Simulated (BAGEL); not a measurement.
# doublet [TiH4O4]+: levels of theory compared

Wanted: a comparison of 6 runs (UHF/STO-3G, UHF/3-21G, ROHF/6-31G*, UHF/6-31G*, ROHF/def2-SVP, UHF/def2-SVP) of doublet [TiH4O4]+. 

The calculation is run with BAGEL 1.2.2.

### Step 1. The system as given

[TiH4O4]+: 9 atoms, total charge +1, spin state doublet. As SMILES of the parent species, `O[Ti](O)(O)O`. Geometry: relaxed at PBE0-D4/def2-TZVP. This is one conformer, not always the lowest. That shape belongs to the parent species and isn't relaxed for this state.

Bond lengths: O1–Ti2 1.801 Å, Ti2–O3 1.801 Å, Ti2–O4 1.801 Å, Ti2–O5 1.801 Å, O1–H6 0.958 Å, O3–H7 0.958 Å, O4–H8 0.958 Å, O5–H9 0.958 Å. Angles: O1–Ti2–O3 108.5°, O1–Ti2–O4 109.9°, O1–Ti2–O5 110.0°, O3–Ti2–O4 110.0°, O3–Ti2–O5 109.9°, O4–Ti2–O5 108.5°, Ti2–O1–H6 129.5°, Ti2–O3–H7 129.5°, Ti2–O4–H8 129.5°, Ti2–O5–H9 129.6°.

### Step 2. A single-point energy at UHF/STO-3G (density fitting with qzvpp-jkfit) (run 1)

File job.json:

```json
{ "bagel" : [

{
  "title" : "molecule",
  "basis" : "sto-3g",
  "df_basis" : "qzvpp-jkfit",
  "angstrom" : true,
  "geometry" : [
    { "atom" : "O", "xyz" : [   -0.125250,    1.268390,   -1.272730 ] },
    { "atom" : "Ti", "xyz" : [    0.000070,    0.000090,   -0.000050 ] },
    { "atom" : "O", "xyz" : [    1.651710,   -0.715310,   -0.066120 ] },
    { "atom" : "O", "xyz" : [   -1.235630,   -1.279200,   -0.283830 ] },
    { "atom" : "O", "xyz" : [   -0.290490,    0.726280,    1.622320 ] },
    { "atom" : "H", "xyz" : [   -0.813470,    1.413950,   -1.922910 ] },
    { "atom" : "H", "xyz" : [    2.270980,   -0.885970,    0.644480 ] },
    { "atom" : "H", "xyz" : [   -1.123140,   -2.176250,   -0.600550 ] },
    { "atom" : "H", "xyz" : [   -0.334770,    1.648010,    1.879390 ] }
  ]
},
{ "title" : "uhf", "charge" : 1, "nopen" : 1 },
{ "title" : "print", "file" : "orbitals.molden", "orbitals" : true }

]}
```

Command:

```console
$ BAGEL_NUM_THREADS=1 BAGEL job.json > job.out
```

The log of the run:

```text
* using 1 threads per process

  ===============================================================
  ===============================================================

  *** Geometry ***

  { "atom" : "O", "xyz" : [     -0.236688,      2.396910,     -2.405111 ] },
  { "atom" : "Ti", "xyz" : [      0.000132,      0.000170,     -0.000094 ] },
  { "atom" : "O", "xyz" : [      3.121280,     -1.351740,     -0.124949 ] },
[... 5 lines of this table left out ...]
  { "atom" : "H", "xyz" : [     -0.632624,      3.114288,      3.551532 ] },

  Number of auxiliary basis functions:      644

  Since a DF basis is specified, we compute 2- and 3-index integrals:
    o Being stored without compression. Storage requirement is 0.009 GB

  Number of basis functions:       42
  Number of electrons      :       58

    * METHOD: MOLECULE                             0.41

  *** Open-shell HF ***

  === Nuclear Repulsion ===
   327.3350931368

      * DIIS with orbital gradients will be used.

  === UHF iteration (sto-3g) ===
      0      -1137.35057402          0.03426414           0.14
      1      -1137.47391961          0.02225603           0.13
      2      -1137.51628542          0.01217649           0.12
[... 35 lines of this table left out ...]
     38      -1137.54364447          0.00000001           0.13
    * SCF iteration converged.

    * S^2 (UHF) is 0.9120

    * Permanent dipole moment:
           (    1.029191,     0.372163,    -0.903393) a.u.

    * METHOD: UHF                                  5.28

    * METHOD: PRINT                                0.01

  ===============================================================
```

It took 6.3 s on 1 thread of AMD EPYC 7R43 (Zen 3), shared host; peak memory 0.094 GiB.

### Step 3. A single-point energy at UHF/3-21G (density fitting with qzvpp-jkfit) (run 2)

File input.json:

```json
{ "bagel" : [

{
  "title" : "molecule",
  "basis" : "3-21g",
  "df_basis" : "qzvpp-jkfit",
  "angstrom" : true,
  "geometry" : [
    { "atom" : "O", "xyz" : [   -0.125250,    1.268390,   -1.272730 ] },
    { "atom" : "Ti", "xyz" : [    0.000070,    0.000090,   -0.000050 ] },
    { "atom" : "O", "xyz" : [    1.651710,   -0.715310,   -0.066120 ] },
    { "atom" : "O", "xyz" : [   -1.235630,   -1.279200,   -0.283830 ] },
    { "atom" : "O", "xyz" : [   -0.290490,    0.726280,    1.622320 ] },
    { "atom" : "H", "xyz" : [   -0.813470,    1.413950,   -1.922910 ] },
    { "atom" : "H", "xyz" : [    2.270980,   -0.885970,    0.644480 ] },
    { "atom" : "H", "xyz" : [   -1.123140,   -2.176250,   -0.600550 ] },
    { "atom" : "H", "xyz" : [   -0.334770,    1.648010,    1.879390 ] }
  ]
},
{ "title" : "uhf", "charge" : 1, "nopen" : 1 },
{ "title" : "print", "file" : "orbitals.molden", "orbitals" : true }

]}
```

Command:

```console
$ BAGEL_NUM_THREADS=1 BAGEL input.json > input.out
```

The log of the run:

```text
* using 1 threads per process

  ===============================================================
  ===============================================================

  *** Geometry ***

  { "atom" : "O", "xyz" : [     -0.236688,      2.396910,     -2.405111 ] },
  { "atom" : "Ti", "xyz" : [      0.000132,      0.000170,     -0.000094 ] },
  { "atom" : "O", "xyz" : [      3.121280,     -1.351740,     -0.124949 ] },
[... 5 lines of this table left out ...]
  { "atom" : "H", "xyz" : [     -0.632624,      3.114288,      3.551532 ] },

  Number of auxiliary basis functions:      644

  Since a DF basis is specified, we compute 2- and 3-index integrals:
    o Being stored without compression. Storage requirement is 0.026 GB

  Number of basis functions:       71
  Number of electrons      :       58

    * METHOD: MOLECULE                             0.39

  *** Open-shell HF ***

  === Nuclear Repulsion ===
   327.3350931368

      * DIIS with orbital gradients will be used.

  === UHF iteration (3-21g) ===
      0      -1143.73051234          0.06550746           0.22
      1      -1143.48289459          0.10479252           0.20
      2      -1143.80808779          0.06533367           0.19
[... 41 lines of this table left out ...]
     44      -1144.23915893          0.00000001           0.22
    * SCF iteration converged.

    * S^2 (UHF) is 1.1442

    * Permanent dipole moment:
           (    1.386712,     0.502632,    -1.215935) a.u.

    * METHOD: UHF                                 10.19

    * METHOD: PRINT                                0.02

  ===============================================================
```

Wall time 11 s (1 thread of AMD EPYC 7R43 (Zen 3), shared host); peak memory 0.14 GiB.

Runs 3 to 4 aren't shown in full; the table further down has their settings and results.

### Step 4. The energy at ROHF/def2-SVP (density fitting with qzvpp-jkfit) (run 5)

job.json, as its differences from that of step 2:

```diff
@@ -4,3 +4,3 @@
   "title" : "molecule",
-  "basis" : "sto-3g",
+  "basis" : "svp",
   "df_basis" : "qzvpp-jkfit",
@@ -19,3 +19,3 @@
 },
-{ "title" : "uhf", "charge" : 1, "nopen" : 1 },
+{ "title" : "rohf", "charge" : 1, "nopen" : 1 },
 { "title" : "print", "file" : "orbitals.molden", "orbitals" : true }
```

Command:

```console
$ BAGEL_NUM_THREADS=1 BAGEL job.json > job.out
```

The log of the run:

```text
* using 1 threads per process

  ===============================================================
  ===============================================================

  *** Geometry ***

  { "atom" : "O", "xyz" : [     -0.236688,      2.396910,     -2.405111 ] },
  { "atom" : "Ti", "xyz" : [      0.000132,      0.000170,     -0.000094 ] },
  { "atom" : "O", "xyz" : [      3.121280,     -1.351740,     -0.124949 ] },
[... 5 lines of this table left out ...]
  { "atom" : "H", "xyz" : [     -0.632624,      3.114288,      3.551532 ] },

  Number of auxiliary basis functions:      644

  Since a DF basis is specified, we compute 2- and 3-index integrals:
    o Being stored without compression. Storage requirement is 0.059 GB

  Number of basis functions:      107
  Number of electrons      :       58

    * METHOD: MOLECULE                             0.56

  *** Open-shell HF ***

  === Nuclear Repulsion ===
   327.3350931368

      * DIIS with orbital gradients will be used.

  === ROHF iteration (svp) ===
      0      -1148.99230821          0.04907527           0.42
      1      -1148.51968621          0.08387512           0.35
      2      -1148.92196062          0.05498890           0.36
[... 57 lines of this table left out ...]
     60      -1149.59614545          0.00000001           0.36
    * SCF iteration converged.

    * S^2 (ROHF) is 0.7500

    * Permanent dipole moment:
           (    0.918262,     0.332449,    -0.805646) a.u.

    * METHOD: ROHF                                21.76

    * METHOD: PRINT                                0.05

  ===============================================================
```

It took 23 s on 1 thread of AMD EPYC 7R43 (Zen 3), shared host; peak memory 0.21 GiB.

### Step 5. A single-point energy at UHF/def2-SVP (density fitting with qzvpp-jkfit) (run 6)

input.json, as its differences from that of step 3:

```diff
@@ -4,3 +4,3 @@
   "title" : "molecule",
-  "basis" : "3-21g",
+  "basis" : "svp",
   "df_basis" : "qzvpp-jkfit",
@@ -19,4 +19,12 @@
 },
-{ "title" : "uhf", "charge" : 1, "nopen" : 1 },
-{ "title" : "print", "file" : "orbitals.molden", "orbitals" : true }
+{
+  "title" : "uhf",
+  "charge" : 1,
+  "nopen" : 1
+},
+{
+  "title" : "print",
+  "file" : "orbitals.molden",
+  "orbitals" : true
+}
```

Command:

```console
$ BAGEL_NUM_THREADS=1 BAGEL input.json > input.out
```

The log of the run:

```text
* using 1 threads per process

  ===============================================================
  ===============================================================

  *** Geometry ***

  { "atom" : "O", "xyz" : [     -0.236688,      2.396910,     -2.405111 ] },
  { "atom" : "Ti", "xyz" : [      0.000132,      0.000170,     -0.000094 ] },
  { "atom" : "O", "xyz" : [      3.121280,     -1.351740,     -0.124949 ] },
[... 5 lines of this table left out ...]
  { "atom" : "H", "xyz" : [     -0.632624,      3.114288,      3.551532 ] },

  Number of auxiliary basis functions:      644

  Since a DF basis is specified, we compute 2- and 3-index integrals:
    o Being stored without compression. Storage requirement is 0.059 GB

  Number of basis functions:      107
  Number of electrons      :       58

    * METHOD: MOLECULE                             0.59

  *** Open-shell HF ***

  === Nuclear Repulsion ===
   327.3350931368

      * DIIS with orbital gradients will be used.

  === UHF iteration (svp) ===
      0      -1148.99230821          0.04907527           0.40
      1      -1148.53513886          0.08356063           0.37
      2      -1148.95510671          0.05478818           0.37
[... 41 lines of this table left out ...]
     44      -1149.63895843          0.00000001           0.33
    * SCF iteration converged.

    * S^2 (UHF) is 1.1547

    * Permanent dipole moment:
           (    1.329249,     0.481973,    -1.165282) a.u.

    * METHOD: UHF                                 16.19

    * METHOD: PRINT                                0.05

  ===============================================================
```

Run time: 17 s. Hardware: 1 thread of AMD EPYC 7R43 (Zen 3), shared host; peak memory 0.2 GiB.

### Step 6. The series

| run | level | energy (Eh) | ⟨S²⟩ | wall time |
| --- | --- | --- | --- | --- |
| 1 | UHF/STO-3G (density fitting with qzvpp-jkfit) | -1137.543644 | 0.912 | 6.3 s |
| 2 | UHF/3-21G (density fitting with qzvpp-jkfit) | -1144.239159 | 1.144 | 11 s |
| 3 | ROHF/6-31G* (density fitting with qzvpp-jkfit, spherical functions) | -1149.866703 | 0.750 | 28 s |
| 4 | UHF/6-31G* (density fitting with qzvpp-jkfit, spherical functions) | -1149.907084 | 1.129 | 17 s |
| 5 | ROHF/def2-SVP (density fitting with qzvpp-jkfit) | -1149.596145 | 0.750 | 23 s |
| 6 | UHF/def2-SVP (density fitting with qzvpp-jkfit) | -1149.638958 | 1.155 | 17 s |

### Step 7. Results

| quantity | value |
| --- | --- |
| run 6: total energy | -1149.63896 Eh |
| run 6: ⟨S²⟩ | 1.155 |

In run 1 the basis is minimal, so the values are rough. Spin contamination of the reference: run 6 ⟨S²⟩ = 1.15, run 2 ⟨S²⟩ = 1.14, run 4 ⟨S²⟩ = 1.13, run 1 ⟨S²⟩ = 0.91. All runs together took 1.7 min, the longest 28 s.
